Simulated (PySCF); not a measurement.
# AlBrClF: the cost of one run

Programs: PySCF 2.14.0, with density-fitted response routines of our own. Each step states its level of theory. These are calculated values for one molecule in the gas phase, unless marked as measured. Atoms count from 0, in the outputs and in this text.

### Step 1. The molecule as given

4 atoms, charge 0, multiplicity 1; geometry from: GFN2-xTB. The atoms were then displaced at random by about 0.01 Å, so the start is not that level's minimum.

Bonds of the start (Å): F0–Al1 1.63, Al1–Cl2 2.02, Al1–Br3 2.27.

### Step 2. Geometry optimisation at PBE0-D3(BJ)/def2-SVP

The job: settings as JSON, then the geometry in Å.

```
{"job": {"xc": "PBE0", "basis": "def2-SVP", "d3": "d3bj", "grid": 1, "shake": 0.01, "kind": "geom"}, "charge": 0, "multiplicity": 1}
F     -0.133430     1.693980    -0.000490
Al    -0.082210     0.069560    -0.007410
Cl    -1.779750    -1.032270    -0.009290
Br     2.033390    -0.756640    -0.015830
```

On the command line:

```bash
$ OMP_NUM_THREADS=1 python probes_run.py task.json out
```

One launch serves the whole session: the jobs run in the order shown.

Q: Estimate the wall time and peak memory of this first job on 1 thread of Arm Neoverse V1, shared host.

About 18 s, with a peak of 0.35 GiB.
